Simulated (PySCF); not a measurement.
# C4H13B3P: the cost of one run

Programs: PySCF 2.14.0, with routines of our own; each step states its level. All values are computed. Atoms count from 0.

## 1. The starting structure

21 atoms, charge 0, multiplicity 2; geometry from: GFN2-xTB.

## 2. Open-shell or spin-flip excitations: unrestricted TDDFT wB97X-D/def2-SVP

What the job is given:

```
{"job": {"kind": "uabs", "xc": "wB97X-D", "basis": "def2-SVP", "nstates": 10, "tda": false}, "charge": 0, "multiplicity": 2}
B      0.270953    -1.784682     1.955727
P      0.165456    -0.469595     0.776933
B     -1.495999     0.289396     0.422947
C     -1.836747     0.963364    -0.968892
C     -2.641151     0.163440     1.508855
B      1.592094    -0.215005    -0.374958
C      2.884411    -1.109658    -0.193263
C      1.599456     0.910711    -1.487366
H     -0.412618    -2.142040     2.823191
H     -2.903463     0.944746    -1.186880
H     -1.316237     0.503422    -1.806496
H     -1.541985     2.013406    -0.963368
H     -2.270460    -0.030949     2.514214
H     -3.307094    -0.662822     1.255066
H     -3.268773     1.052678     1.547001
H      3.234922    -1.509228    -1.144166
H      2.740302    -1.945180     0.490880
H      3.706792    -0.509768     0.198219
H      1.198559     0.513991    -2.421568
H      2.603344     1.266113    -1.713983
H      0.989317     1.774604    -1.232563
```

Method: unrestricted TDDFT wB97X-D/def2-SVP, vertical, gas phase, core orbitals frozen in the response.

Launch:

```sh
$ OMP_NUM_THREADS=1 python excited_run.py task.json out
```

The driver reads the jobs from task.json and runs them one after another.

**Question.** How long does this first job take on 1 thread of AMD EPYC, shared host, and how much memory does it need?

About 3.4 min, with a peak of 0.79 GiB.
